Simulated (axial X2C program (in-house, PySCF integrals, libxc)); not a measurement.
# Linear FAsF at several levels

The task here is to estimate one member of a computed series from the others.

Method: all-electron X2C, two-component (2c) or spin-free, F dyall-av3z, As dyall-v3z; program: an in-house X2C program for linear molecules on PySCF integrals.

All values are calculated.

2 further runs of the same task are left out: 2 set aside as unsound or not needed.

Set-up of the first run:

task.json reads:

```json
{
 "zs": [
  9,
  33,
  9
 ],
 "q": 0,
 "bas": [
  "dyall-av3z",
  "dyall-v3z",
  "dyall-av3z"
 ],
 "r0": [
  1.85,
  1.85
 ],
 "symm": 1,
 "scan": [
  "PBE0",
  "HF",
  "LDA"
 ],
 "levels": [
  "PBE0",
  "HF",
  "TPSSh"
 ],
 "nst": 2
}
```

Keys: zs atomic numbers; q charge; bas basis sets; r0 starting distance in Å; symm equal bonds; scan levels of the two-bond scan (MP2 follows by itself at each HF point); levels methods; nst determinants followed.

Started as:

```sh
$ python solin.py task.json out
```

Masses F 18.998, As 74.922, F 18.998 u.

Among the steps run: Scan at PBE0, 2c; Scan at HF, 2c; Scan at LDA, 2c.

One of the session's tables, all rows but one given; the rest of the session is left out.

| level | r(F–As) (Å) | r(As–F) (Å) | lower stretch (cm⁻¹) | upper stretch (cm⁻¹) |
| --- | --- | --- | --- | --- |
| PBE0, 2c | 1.823 | 1.823 | 556.9 | 564.4 |
| HF, 2c | 1.805 | 1.805 | 538.8 | 569.0 |
| LDA, 2c | 1.821 | 1.821 | 551.8 | 570.5 |
| MP2, 2c | ? | ? | ? | ? |
| PBE0, spin-free | 1.822 | 1.822 | 557.2 | 564.6 |
| HF, spin-free | 1.804 | 1.804 | 539.3 | 569.5 |
| LDA, spin-free | 1.820 | 1.820 | 552.0 | 570.5 |
| MP2, spin-free | 1.823 | 1.823 | 560.7 | 578.2 |

Estimate the missing values for MP2, 2c.

**Answer.** r(F–As) (Å): 1.824; r(As–F) (Å): 1.824; lower stretch (cm⁻¹): 560.3; upper stretch (cm⁻¹): 577.6. In the column «r(F–As) (Å)» it is the highest.

Scans not shown above were run alike.

To keep in mind: The molecule was held linear; bending was not examined, so a bent shape may lie lower. Note: functional without a current term on a determinant with orbital currents, of the molecule or an atom.
